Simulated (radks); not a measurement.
**Ionising neodymium step by step, Nd⁴⁸⁺ to Nd⁵²⁺**

Aim: the successive ionisation energies of neodymium, each ion in the ground configuration that NIST lists, set against the tabulated values. Each value is a difference of total energies (Δ-SCF).

Program: radks (a radial shooting solver on a logarithmic mesh, Libxc functionals) version 1. Level of theory: Dirac Kohn-Sham, PBE, spin-unpolarised, spherical densities, point nucleus; open shells are shared between the two j in proportion to 2j + 1. These are calculated values, not measurements, unless marked.

### 1 The system

| Item | Value |
| --- | --- |
| element | neodymium (Z = 60) |
| charges | 48 to 52 |
| first configuration | [Ne] 3s2 |
| last configuration | [He] 2s2 2p4 |

Outer shells as boxes (Hund's rule):

Nd⁴⁸⁺
```
[Ne] core
3s [↑↓]
```

Nd⁵²⁺
```
[He] core
2s [↑↓]
2p [↑↓][↑ ][↑ ]
```

### 2 Nd⁴⁸⁺, [Ne] 3s2

Input:

```text
Z 60
configuration [Ne] 3s2
relativity Dirac
functional pbe,pbe
spin unpolarised
j_filling average
nucleus point
c 137.035999084
```

### 3 Nd⁴⁹⁺, [Ne] 3s1

Changes since step 2:

```diff
@@ -1,3 +1,3 @@
 Z 60
-configuration [Ne] 3s2
+configuration [Ne] 3s1
 relativity Dirac
```

### 4 Nd⁵⁰⁺, [Ne]

Changes since step 3:

```diff
@@ -1,3 +1,3 @@
 Z 60
-configuration [Ne] 3s1
+configuration [Ne]
 relativity Dirac
```

### 5 Nd⁵¹⁺, [He] 2s2 2p5

Changes since step 4:

```diff
@@ -1,3 +1,3 @@
 Z 60
-configuration [Ne]
+configuration [He] 2s2 2p5
 relativity Dirac
```

### 6 Nd⁵²⁺, [He] 2s2 2p4

Changes since step 5:

```diff
@@ -1,3 +1,3 @@
 Z 60
-configuration [He] 2s2 2p5
+configuration [He] 2s2 2p4
 relativity Dirac
```

Before running it: what results should come out? Wanted: for each run, species; configuration; Δ-SCF; −ε(HOMO); NIST; error.

The runs gave:

```
species  configuration  Δ-SCF (eV)  −ε(HOMO) (eV)       NIST (eV)  error (%)
  Nd⁴⁸⁺       [Ne] 3s2      4215.8         4169.0   4198 (theory)       +0.4
  Nd⁴⁹⁺       [Ne] 3s1      4309.8         4262.7   4302 (theory)       +0.2
  Nd⁵⁰⁺           [Ne]      9943.9         9628.5   9742 (theory)       +2.1
  Nd⁵¹⁺   [He] 2s2 2p5     10214.6         9895.0  10002 (theory)       +2.1
```

What this shows: Reference values: NIST Atomic Spectra Database (exp. measured, semi-emp. semi-empirical, theory a theoretical value adopted there). Per unit of the charge left behind, the cost jumps most at Nd⁵⁰⁺ ([Ne]): from 4309.8 to 9943.9 eV. There the highest level belongs to another shell. Minus the highest eigenvalue gives 97 to 99 % of the Δ-SCF value along the ladder. Spin polarisation and multiplet splitting are left out, so open shells lie too high by an amount that depends on their filling. Sharing an open shell by 2j + 1 raises it above the true ground level by a part of the spin-orbit splitting, which enters the differences from NIST.
